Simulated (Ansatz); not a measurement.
# NiMoIrPdW (I4mm) in Ansatz: reference runs

Reference runs on NiMoIrPdW: the cell as given and a disturbed copy.

All numbers are computed with Ansatz 0.2.0; they aren't measurements. Logs are shortened: lines on timing, memory, paths and dates and some standing lists are left out, and cuts for length are marked.

**1. The structure**

Symmetry: I4mm, No. 107, tetragonal system. The conventional cell has a = 2.740 Å, b = 2.740 Å, c = 19.433 Å, α = 90.00°, β = 90.00°, γ = 90.00°. Around Ni (site symmetry 4mm) lie 4 Mo at 2.60 Å and 4 Pd at 2.67 Å and 4 Ni at 2.74 Å. Around Mo (site symmetry 4mm) lie 4 Ni at 2.60 Å and 4 Mo at 2.74 Å and 4 W at 2.94 Å. Pd (site symmetry 4mm) is surrounded by 4 Ni at 2.67 Å and 4 Pd at 2.74 Å and 4 Ir at 2.83 Å. Around Ir (site symmetry 4mm) lie 4 W at 2.69 Å and 4 Ir at 2.74 Å and 4 Pd at 2.83 Å. W (site symmetry 4mm) has 4 Ir at 2.69 Å and 4 W at 2.74 Å and 4 Mo at 2.94 Å as nearest neighbours.

The cell was built by a generator and needn't be a form met in nature.

**2. Single point, PBE, collinear spin, ferromagnetic start**

The input, input.yaml:

```yaml
crystal:
  lattice:
    - [-1.37004, 1.37004, 9.71647]
    - [1.37004, -1.37004, 9.71647]
    - [1.37004, 1.37004, -9.71647]
  atoms:
    - { symbol: Ni, position: [0.19862, 0.19862, 0.0], spin: 1.0 }
    - { symbol: Mo, position: [0.60922, 0.60922, 0.0], spin: 1.0 }
    - { symbol: Pd, position: [0.7931, 0.7931, 0.0] }
    - { symbol: Ir, position: [0.39944, 0.39944, 0.0], spin: 0.6 }
    - { symbol: W, position: [0.99565, 0.99565, 0.0] }
hamiltonian:
  xc: pbe
  pseudopotentials: { kind: paw }
magnetization:
  spin_polarized: true
kpoints:
  mp_grid: { grid: [13, 13, 13] }
scf:
  occupations: { method: fermi_dirac, width: 0.05 }
output:
  forces: true
  stress: true
  eigenvalues: true
```

Potentials or basis: Ansatz PAW.

Command:

```sh
> ansatz run input.yaml --threads 8 --pin off --max-ram 20480MiB --backend cpu --events-out ev --progress --plain --runs-dir out
```

What it wrote:

```text
Warning: RAYON_NUM_THREADS=8 ignored (pool sized by the plan → 8); use --threads N
basis.fft_grid_basis auto: the FFT boxes are laid along the combinations [[1, 0, 1], [0, 1, 1], [0, 0, 1]] of the cell's own vectors, 2.740, 2.740 and 9.908 Å long. The dense box has 20×20×72 points. Along the cell's own vectors, as sized, it would have 72×72×72, 12.96 times as many. Of the 8 symmetry operations that the crystal satisfies within crystal.symmetry.tolerance (time reversal apart; of a slab, those that keep its plane) the dense box along the cell's own vectors carries 8, and the one as laid loses 6 of those. basis.fft_grid_basis: typed keeps the cell's own vectors: state it where this run's energies or levels are differenced outside the engine with another run's, or held beside a run that keeps those vectors.
Engine: ansatz 0.2.0, aarch64-unknown-linux-gnu
Pseudopotentials: kind: paw
Pseudopotential: Ni, paw, valence charge 18, recommended cutoff 420 eV (normal), Ni.paw.azcp
Pseudopotential: Mo, paw, valence charge 14, recommended cutoff 420 eV (normal), Mo.paw.azcp
Pseudopotential: Pd, paw, valence charge 18, recommended cutoff 420 eV (normal), Pd.paw.azcp
Pseudopotential: Ir, paw, valence charge 17, recommended cutoff 420 eV (normal), Ir.paw.azcp
Pseudopotential: W, paw, valence charge 14, recommended cutoff 420 eV (normal), W.paw.azcp
Functional definition: PBE
  parameter kappa = 0.804
  parameter beta = 0.06672455060314922
  exchange = pbe_x(kappa = kappa, mu = beta*pi^2/3)
  correlation = pbe_c(beta = beta)
Crystal: 5 atoms, lattice volume = 72.952 Å³
Basis set: ecut = 420 eV, 1445 PW (Γ), FFT grids on a1+a3, a2+a3, a3, exchange–correlation on 40×40×144 points (8 copies of the dense FFT grid, shifted against one another)
Bands: 51, of which v1, the nominal top of the filled ones, is band 41 counted from 1 (40 counted from 0)
Symmetry: 8 space group operations
Space group: I4mm (ITA 107), of the structure as read, at distance tolerance 4.2e-5 Å
Magnetic group: BNS 107.227 (UNI 887), of the structure as read, at distance tolerance 4.2e-5 Å
k-points: 196 of 2197 (time reversal used)
Non-local potential: Ni, projectors of the file, l = 0: 3, l = 1: 2, l = 2: 3, l = 3: 1
Non-local potential: Mo, projectors of the file, l = 0: 3, l = 1: 2, l = 2: 2, l = 3: 1
Non-local potential: Pd, projectors of the file, l = 0: 2, l = 1: 2, l = 2: 2, l = 3: 1
Non-local potential: Ir, projectors of the file, l = 0: 3, l = 1: 2, l = 2: 2, l = 3: 1
[... 33 lines left out ...]
SCF converged after 16 iterations
Magnetization: -0.0000 μB (40.5000 up, 40.5000 down)
Absolute magnetization: 0.0000 μB (∫|ρ↑−ρ↓|, with the PAW one-centre terms)
Spin contamination: 0.0000 ħ² per cell (⟨S²⟩ above its minimum at these occupations)
Per-site moments (μB) at R_I (Å): [(-2.5059197638385374e-6, 1.0734711006944662), (1.5419873688718354e-8, 1.0734711006944662), (-1.615565970548543e-6, 1.1010740007565465), (-7.852349941688913e-7, 1.1106584323191588), (1.076715823503545e-6, 1.1106584323191588)]
Free energy (F): -40088.848545 eV
Harris-Foulkes:  -40088.848545 eV  (|F-HF|=1.64e-8)
Internal energy: -40088.814810 eV  (E = F + TS)
E sigma→0 (E₀):  -40088.831677 eV
Entropy (-TS):   -0.033735 eV (-6.747 meV/atom)
Fermi energy:    20.889269 eV
--- Per-component energies (eV) ---
  E_band       = -665.459331
  E_kinetic    = 2309.089887
  E_local      = -8867.543647  (includes V_loc(G=0)·N_el)
  E_nonlocal   = 1069.214373
  E_hartree    = 3634.661383
  E_xc         = -971.624223
  E_vxc        = -1088.548099  (∫ρ·V_xc dr)
  E_paw        = -26367.765550  (= ΣΔE_a)
  E_vpaw       = -1357.004234  (= ΣTr[D̂ρ^β])
  E_aug_tail   = 0.000804  (compensation charges beyond the density's cutoff)
  E_ewald      = -10894.847837
  E_smearing   = -0.033735  (= −TS)
  E_closure    = -0.000000  (closes the sum)
  Σ components = -40088.848545   (vs F -40088.848545, Δ=0.00e0)
--- Forces (eV/Å), atoms counted from 1 ---
  atom   1  Ni    -0.00000000    -0.00000000    -0.03238957
  atom   2  Mo     0.00000000     0.00000000     0.01202099
  atom   3  Pd     0.00000000    -0.00000000     0.00515421
  atom   4  Ir    -0.00000000     0.00000000    -0.00291587
  atom   5  W      0.00000000    -0.00000000     0.01807669
  max |Σ_I F_I| component: 5.35e-5 eV/Å
--- Stress (GPa, compression-positive) ---
       -0.068338       0.000000       0.000000
        0.000000      -0.068338      -0.000000
        0.000000      -0.000000       0.052789
  P = ⅓ Tr σ = -0.0280 GPa (-0.280 kbar)
--- Band table (eV; the first three rows and the last of 392) ---
  k-point 0 ↑: bands = ["-82.1326", "-71.2689", "-63.4577", "-52.9761", "-42.5646", "-42.4934", "-42.4934", "-40.0268", "-29.2107", "-29.0540", "-29.0540", "-28.1664", "-27.9738", "-27.9738", "-17.3076", "-16.7850", "-16.7850", "-14.1046", "-13.6027", "-13.6027", "11.8861", "14.1392", "14.3192", "15.1347", "15.2216", "16.2316", "16.4271", "17.2323", "18.1074", "18.3709", "18.3709", "18.8047", "19.2456", "19.3872", "19.3872", "19.7599", "19.8699", "19.9950", "19.9950", "20.2459", "21.0422", "21.1397", "22.0450", "22.1693", "22.1693", "22.8994", "23.9941", "24.3643", "24.3643", "25.2140", "33.8518"]
  k-point 1 ↑: bands = ["-82.1322", "-71.2666", "-63.4555", "-52.9693", "-42.5640", "-42.4956", "-42.4954", "-40.0146", "-29.2077", "-29.0670", "-29.0659", "-28.1624", "-27.9948", "-27.9937", "-17.2953", "-16.8373", "-16.8321", "-14.0925", "-13.6556", "-13.6509", "12.2231", "14.4058", "14.5772", "15.3479", "15.4529", "16.4227", "16.5743", "17.4005", "17.9840", "18.4244", "18.4395", "18.5200", "19.2120", "19.3188", "19.5280", "19.5312", "19.7996", "19.9514", "20.1122", "20.3269", "20.4792", "20.8906", "21.6106", "21.8755", "22.0701", "23.6237", "23.9656", "24.2901", "24.9298", "25.4415", "33.1975"]
  k-point 2 ↑: bands = ["-82.1313", "-71.2604", "-63.4494", "-52.9504", "-42.5623", "-42.5017", "-42.5011", "-39.9808", "-29.1993", "-29.1019", "-29.0988", "-28.1516", "-28.0517", "-28.0487", "-17.2618", "-16.9768", "-16.9609", "-14.0601", "-13.7968", "-13.7828", "13.1619", "15.0708", "15.3186", "15.9544", "16.0113", "16.9316", "16.9421", "17.5847", "17.8705", "18.0746", "18.4967", "18.5711", "18.9832", "19.0064", "19.1509", "19.2366", "19.6677", "19.8849", "19.9674", "20.1068", "20.2406", "20.5408", "21.6632", "21.9116", "22.3806", "22.9956", "23.7331", "24.0912", "25.9035", "27.0495", "31.9928"]
  k-point 195 ↓: bands = ["-82.1324", "-71.2677", "-63.4566", "-52.9727", "-42.5643", "-42.4957", "-42.4932", "-40.0207", "-29.2092", "-29.0676", "-29.0529", "-28.1644", "-27.9961", "-27.9720", "-17.3015", "-16.8394", "-16.7804", "-14.0986", "-13.6581", "-13.5980", "12.1648", "13.6436", "14.6438", "15.2411", "15.8538", "16.3586", "16.6134", "17.1204", "18.2089", "18.3949", "18.4149", "18.6162", "19.2018", "19.2359", "19.2719", "19.6108", "19.7680", "20.0435", "20.2825", "20.4150", "20.5800", "20.9682", "21.0978", "22.0794", "22.3263", "23.3680", "23.7834", "24.5601", "25.0119", "25.6367", "31.8752"]
```

Wall time 30 s (8 threads of Arm Neoverse V2, shared host); peak memory 1.2 GiB.

Results:

- Free energy: -40088.8485 eV
- Pressure: 0.0 GPa
- Largest force: 0.032 eV/Å
- Band gap on the k mesh: none (metal or under the smearing width)
- Net moment: 0.00 μB per cell
- Absolute moment: 0.00 μB per cell

Forces on the atoms (eV/Å):
```
Ni   0.000  0.000 -0.032
Mo   0.000  0.000  0.012
Pd   0.000  0.000  0.005
Ir   0.000  0.000 -0.003
W    0.000  0.000  0.018
```

Caveat: the starting moments weren't kept.

**3. Single point, PBE, collinear spin, ferromagnetic start (atoms moved at random, drawn with an rms of 0.05 Å)**

The input, input.yaml:

```yaml
crystal:
  lattice:
    - [-1.37004, 1.37004, 9.71647]
    - [1.37004, -1.37004, 9.71647]
    - [1.37004, 1.37004, -9.71647]
  atoms:
    - { symbol: Ni, position: [0.192122, 0.190408, -0.014224], spin: 1.0 }
    - { symbol: Mo, position: [0.610827, 0.625639, 0.020456], spin: 1.0 }
    - { symbol: Pd, position: [0.799191, 0.796526, 0.007254] }
    - { symbol: Ir, position: [0.410076, 0.398298, 0.011472], spin: 0.6 }
    - { symbol: W, position: [0.988651, 0.997502, -0.004974] }
hamiltonian:
  xc: pbe
  pseudopotentials: { kind: paw }
magnetization:
  spin_polarized: true
kpoints:
  mp_grid: { grid: [13, 13, 13] }
scf:
  occupations: { method: fermi_dirac, width: 0.05 }
output:
  forces: true
  stress: true
  eigenvalues: true
```

Potentials or basis: Ansatz PAW.

Command:

```sh
> ansatz run input.yaml --threads 8 --pin off --max-ram 20480MiB --backend cpu --events-out ev --progress --plain --runs-dir out
```

What it wrote:

```text
Warning: RAYON_NUM_THREADS=8 ignored (pool sized by the plan → 8); use --threads N
[... 97 lines left out ...]
  k-point 1 ↑: bands = ["-82.1039", "-71.2673", "-63.4680", "-52.9691", "-42.5415", "-42.4658", "-42.4616", "-40.0158", "-29.2250", "-29.0788", "-29.0777", "-28.1564", "-27.9966", "-27.9961", "-17.2977", "-16.8369", "-16.8314", "-14.0918", "-13.6575", "-13.6527", "12.2114", "14.4166", "14.5919", "15.3439", "15.4268", "16.4370", "16.5947", "17.3995", "17.9578", "18.3750", "18.4363", "18.6003", "19.2221", "19.3467", "19.5091", "19.5485", "19.8461", "19.9739", "20.0792", "20.3215", "20.5416", "20.9115", "21.5885", "21.8343", "22.0415", "23.6066", "23.9076", "24.3077", "24.9294", "25.4592", "33.2256"]
  k-point 2 ↑: bands = ["-82.1029", "-71.2611", "-63.4618", "-52.9502", "-42.5400", "-42.4717", "-42.4672", "-39.9820", "-29.2167", "-29.1137", "-29.1106", "-28.1458", "-28.0533", "-28.0509", "-17.2641", "-16.9766", "-16.9603", "-14.0595", "-13.7985", "-13.7845", "13.1478", "15.1075", "15.3054", "15.9475", "15.9854", "16.9347", "16.9644", "17.5772", "17.8765", "18.1147", "18.4550", "18.5542", "19.0092", "19.0270", "19.1982", "19.2397", "19.7057", "19.8592", "19.9317", "20.1178", "20.2598", "20.5638", "21.6501", "21.8861", "22.3654", "23.0154", "23.7010", "24.1097", "25.8859", "27.0680", "31.9837"]
  k-point 1098 ↓: bands = ["-82.1010", "-71.2482", "-63.4491", "-52.9109", "-42.5367", "-42.4980", "-42.4650", "-39.9114", "-29.2660", "-29.1985", "-29.0982", "-28.2995", "-28.1235", "-28.0302", "-17.5502", "-17.1952", "-16.9094", "-14.3854", "-13.9942", "-13.7312", "14.9460", "15.4244", "16.0330", "16.5508", "16.6874", "17.1668", "17.4483", "17.7639", "17.8878", "18.1295", "18.3455", "18.4428", "18.6815", "19.0107", "19.2810", "19.4215", "19.5998", "19.8622", "20.1600", "20.5224", "20.7216", "21.0089", "21.4612", "22.5204", "23.2014", "23.8147", "24.4229", "24.8594", "26.3123", "27.7222", "28.4499"]
```

It took 2.9 min on 8 threads of Arm Neoverse V2, shared host; peak memory 4.8 GiB.

What came out:

| Item | Value |
| --- | --- |
| Free energy | -40088.8209 eV |
| Pressure | 0.0 GPa |
| Largest force | 0.421 eV/Å |
| Band gap on the k mesh | none (metal or under the smearing width) |
| Net moment | 0.00 μB per cell |
| Absolute moment | 0.00 μB per cell |

Forces on the atoms (eV/Å):
```
Ni   0.259  0.126 -0.045
Mo  -0.259 -0.081  0.264
Pd  -0.044 -0.042 -0.317
Ir   0.050 -0.277  0.314
W   -0.006  0.274 -0.215
```

Caveat: the starting moments weren't kept. Spin-orbit coupling is left out, which matters for the levels of Ir, W.
